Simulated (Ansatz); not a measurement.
# InSbO4: the cost of one run

Program: Ansatz 0.2.0. Level of theory: DFT PBE, scalar-relativistic, plane waves, PAW. These are calculated values, not measurements.

1 further run of the same task is left out (it didn't finish).

### Step 1. Starting point

The structure is hexagonal, space group P6/mmm (No. 191). Conventional cell: a = 4.595 Å, b = 4.595 Å, c = 5.505 Å, α = 90.00°, β = 90.00°, γ = 120.00°. In (site symmetry 6/mmm) has 6 O at 2.65 Å and 2 Sb at 2.75 Å as nearest neighbours. Sb (site symmetry 6/mmm) has 6 O at 2.65 Å and 2 In at 2.75 Å as nearest neighbours. O (site symmetry -6m2) has 3 In at 2.65 Å and 3 O at 2.65 Å as nearest neighbours. O (site symmetry -6m2) is surrounded by 3 Sb at 2.65 Å and 3 O at 2.65 Å.

Structure file:

```xyz
6
Lattice="4.5945 0.0000 0.0000 -2.2973 3.9790 0.0000 0.0000 0.0000 5.5046" Properties=species:S:1:pos:R:3 pbc="T T T"
In    0.0000    0.0000    2.7523
Sb    0.0000    0.0000    0.0000
O     0.0000    2.6526    2.7523
O     2.2973    1.3263    2.7523
O     0.0000    2.6526    0.0000
O     2.2973    1.3263    0.0000
```

A structure generator made this guess: random cell by space group and Wyckoff sites (P6/mmm, No. 191). Lengths come from tabulated atomic sizes and are only a guess.

### Step 2. Probe: one point on a coarse mesh

input.yaml

```yaml
crystal:
  lattice:
    - [4.59451448, 0.0, 0.0]
    - [-2.29725724, 3.97896626, 0.0]
    - [0.0, 0.0, 5.50463684]
  atoms:
    - { symbol: In, position: [0.0, 0.0, 0.5] }
    - { symbol: Sb, position: [0.0, 0.0, 0.0] }
    - { symbol: O, position: [0.33333333, 0.66666667, 0.5] }
    - { symbol: O, position: [0.66666667, 0.33333333, 0.5] }
    - { symbol: O, position: [0.33333333, 0.66666667, 0.0] }
    - { symbol: O, position: [0.66666667, 0.33333333, 0.0] }
basis:
  ecutwfc: 420
kpoints:
  mp_grid: { grid: [6, 6, 4] }
hamiltonian:
  xc: pbe
scf:
  occupations: { method: gaussian, width: 0.1 }
  lower_state_search: "off"
output:
  forces: true
  stress: true
  eigenvalues: true
```

Run with:

```
$ ansatz run input.yaml --threads 1 --pin off --max-ram 2560MiB --backend cpu --events-out ev --progress --plain --runs-dir out
```

What time and memory should one allow on 1 thread of Arm Neoverse V1, shared host?

About 4.3 s, with a peak of 0.38 GiB.
